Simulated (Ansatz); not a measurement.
# Si: the cost of one run

Computed with Ansatz 0.2 development build (DFT, PBE, norm-conserving potentials, task scf, unless a step's input says otherwise).

## Step 1: Starting point

It takes space group Fd-3m (No. 227, cubic). Conventional cell: a = 5.437 Å, b = 5.437 Å, c = 5.437 Å, α = 90.00°, β = 90.00°, γ = 90.00°. Around Si (site symmetry -43m) lie 4 Si at 2.35 Å.

As a file:

```
CELL_PARAMETERS angstrom
0.00000 2.71850 2.71850
2.71850 0.00000 2.71850
2.71850 2.71850 0.00000
ATOMIC_POSITIONS crystal
Si 0.00000 0.00000 0.00000
Si 0.25000 0.25000 0.25000
```

## Step 2: The calculation

The input, input.yaml:

```yaml
crystal:
  lattice:
    - [0, 2.7185, 2.7185]
    - [2.7185, 0, 2.7185]
    - [2.7185, 2.7185, 0]
  atoms:
    - { symbol: Si, position: [0, 0, 0] }
    - { symbol: Si, position: [0.25, 0.25, 0.25] }
basis:
  ecutwfc: "310 eV"
  precision: f64
  ecutrho_ratio: 4
kpoints:
  mp_grid: { grid: [6, 6, 6], shift: [0, 0, 0] }
hamiltonian:
  xc: pbe
  pseudopotentials: { kind: nc, accuracy: standard }
scf:
  occupations: { method: fixed }
  convergence: { dr2_threshold: "1e-8 eV" }
output:
  rpa_energy:
    n_bands: 100
    ecut_chi_ladder: ["150 eV", "175 eV", "200 eV"]
    long_wavelength: optical_limit
```

Command:

```console
ansatz run input.yaml --threads 8 --backend cpu --pin auto --events-out ev
```

Q: Estimate wall time and peak memory on 8 threads of Arm Neoverse V2 (Grace), shared host.

About 16 s, with a peak of 0.91 GiB.
